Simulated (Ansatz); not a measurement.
# Hf: an axial (c/a) deformation path

An exercise on one series of results from a longer session: the logs are not shown, and one member is left open.

Method: DFT PBE, scalar-relativistic, plane waves, PAW, in Ansatz 0.2.0.

## The system as given

Symmetry: P6_3/mmc, No. 194, hexagonal system. The conventional cell has a = 3.197 Å, b = 3.197 Å, c = 5.058 Å, α = 90.00°, β = 90.00°, γ = 120.00°. Hf (site symmetry -6m2) is surrounded by 12 Hf at 3.13 to 3.20 Å.

As a file:

```xyz
2
Lattice="3.1967 0.0000 0.0000 -1.5983 2.7684 0.0000 0.0000 0.0000 5.0578" Properties=species:S:1:pos:R:3 pbc="T T T"
Hf    0.0000    1.8456    1.2645
Hf    1.5983    0.9228    3.7934
```

No relaxation comes first: the listed cell is the starting point.

## The reference cell

The reference gives a free energy of -31442.7323 eV, pressure 0.76 GPa, largest force 0.000 eV/Å and gap on the mesh none (metal). It was computed beforehand with the settings of the runs below.

The first run:

At fixed volume and fractional coordinates, lengths along (0.000, 0.000, 1.000) are scaled against those across it; ρ is that ratio over its starting value.

input.yaml reads:

```yaml
crystal:
  lattice:
    - [3.3746497546, 0.0, 0.0]
    - [-1.6873248773, 2.9225324164, 0.0]
    - [0.0, 0.0, 4.538450495]
  atoms:
    - { symbol: Hf, position: [0.3333333333, 0.6666666667, 0.25] }
    - { symbol: Hf, position: [0.6666666667, 0.3333333333, 0.75] }
basis:
  ecutwfc: 420
kpoints:
  mp_grid: { grid: [18, 18, 10] }
hamiltonian:
  xc: pbe
scf:
  occupations: { method: gaussian, width: 0.15 }
output:
  forces: true
  stress: true
  eigenvalues: true
```

The run is started by

```bash
$ ansatz run input.yaml --threads 1 --pin off --max-ram 2560MiB --backend cpu --events-out ev --progress --plain --runs-dir out
```

Among the steps run: At ρ = 0.850; At ρ = 1.200; ρ = 0.920; Point ρ = 1.100; At ρ = 0.960; Point ρ = 1.050; Point ρ = 0.800; ρ = 1.300.

One table of the session follows, with a row left open; its other results are not shown here.

| ρ | ΔE (meV/atom) | pressure (GPa) |
| --- | --- | --- |
| 0.800 | 251.6 | 3.0 |
| 0.850 | ? | ? |
| 0.920 | 40.5 | 1.3 |
| 0.960 | 9.8 | 1.0 |
| 1.000 | 0.0 | 0.8 |
| 1.050 | 13.9 | 0.7 |
| 1.100 | 51.0 | 0.8 |
| 1.200 | 166.1 | 1.0 |
| 1.300 | 299.6 | 2.1 |

Estimate the missing values for ρ = 0.850.

Worked estimate for «ΔE (meV/atom)». A straight line through the neighbours (0.800, 251.6) and (0.920, 40.5) gives 251.6 + (40.5 − 251.6) × (0.850 − 0.800) / (0.920 − 0.800) = 163.6; a parabola fitted to 3 rows on both sides gives 141.9.

**Answer.** ΔE (meV/atom): 144.6; pressure (GPa): 2.3. In «ΔE (meV/atom)» the line misses by +19.0 and the parabola by -2.7.
